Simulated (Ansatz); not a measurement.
# Palladium, omega (AlB2-type) under LDA: from relaxation to bulk modulus

The plan for palladium in the omega (AlB2-type) structure: relax it, solve it on a dense k-mesh, then scale the cell to 7 volumes from 88 to 112 % of the relaxed one and try a fit of the equation of state. The start is ferromagnetic. The k-meshes are 8×8×12 for the relaxation; 11×11×16 for the dense run; 9×9×14 for the volumes.

Computed with Ansatz 0.2.0 (DFT LDA (PW92), plane waves (420 eV) with PAW, scalar-relativistic; PBE-made PAW files, unless a step says otherwise).

## (1) Starting point

Symmetry: P6/mmm, No. 191, hexagonal system. The conventional cell has a = 4.365 Å, b = 4.365 Å, c = 2.676 Å, α = 90.00°, β = 90.00°, γ = 120.00°. Around Pd (site symmetry 6/mmm) lie 14 Pd at 2.68 to 2.85 Å. Pd (site symmetry -6m2) is surrounded by 11 Pd at 2.52 to 2.85 Å.

Structure file:

```cif
data_structure
_symmetry_space_group_name_H-M 'P 1'
_symmetry_Int_Tables_number 1
_cell_length_a 4.3647
_cell_length_b 4.3647
_cell_length_c 2.6755
_cell_angle_alpha 90.000
_cell_angle_beta 90.000
_cell_angle_gamma 120.000
_cell_volume 44.14
loop_
_atom_site_label
_atom_site_type_symbol
_atom_site_fract_x
_atom_site_fract_y
_atom_site_fract_z
_atom_site_occupancy
Pd1 Pd 0.00000 0.00000 0.00000 1
Pd2 Pd 0.33333 0.66667 0.50000 1
Pd3 Pd 0.66667 0.33333 0.50000 1
```

Starting moments (μB): +0.5 ×3.

## (2) Geometry optimisation

input.yaml

```yaml
crystal:
  lattice:
    - [4.3646624039, 0.0, 0.0]
    - [-2.182331202, 3.7799085207, 0.0]
    - [0.0, 0.0, 2.6755380536]
  atoms:
    - { symbol: Pd, position: [0.0, 0.0, 0.0], spin: 0.5 }
    - { symbol: Pd, position: [0.3333333333, 0.6666666667, 0.5], spin: 0.5 }
    - { symbol: Pd, position: [0.6666666667, 0.3333333333, 0.5], spin: 0.5 }
hamiltonian:
  xc: lda
  pseudopotentials:
    kind: paw
    azcp:
      Pd: "pseudopotentials/Pd.paw.azcp"
basis:
  ecutwfc: 420
  fft_grid_basis: typed
kpoints:
  mp_grid: { grid: [8, 8, 12], shift: [0, 0, 0] }
magnetization:
  spin_polarized: true
scf:
  occupations: { method: fermi_dirac, width: 0.05 }
relax:
  max_steps: 60
  f_tol: 0.01
  cell: {}
```

Further steps of the session: Dense single point; The cell scaled to 88 % of its volume; The cell scaled to 92 % of its volume; The cell scaled to 96 % of its volume; The cell scaled to 100 % of its volume; The cell scaled to 104 % of its volume; The cell scaled to 108 % of its volume; The cell scaled to 112 % of its volume.

**Question.** What will these runs give? Wanted: space group; conventional cell; volume; shortest distance; gap on the mesh; magnetic state; relative to fcc; V₀, B₀, B₀′.

The runs gave:

| quantity | value |
| --- | --- |
| space group (spins left aside) | P6/mmm (No. 191) |
| conventional cell | a = 4.386 Å, c = 2.602 Å (c/a = 0.593) |
| volume | 14.450 Å³/atom |
| shortest distance | 2.532 Å |
| gap on the mesh | none (levels filled in part) |
| magnetic state | non-magnetic |
| relative to fcc | +138 meV/atom |
| V₀, B₀, B₀′ | 14.454 Å³/atom, 216 GPa, 5.3 |

**Reading.** From the guessed start the volume shrank by 1.8 % in 6 steps. It lies 138 meV/atom above the element's reference form at the same level (fcc, from a run of its own). The starting moments do not survive. Levels at the Fermi energy are filled in part, as in a metal. The fitted modulus is 216 GPa; letting shape and positions relax at each volume could only lower it. Relaxation kept the symmetry; phonons were not checked.
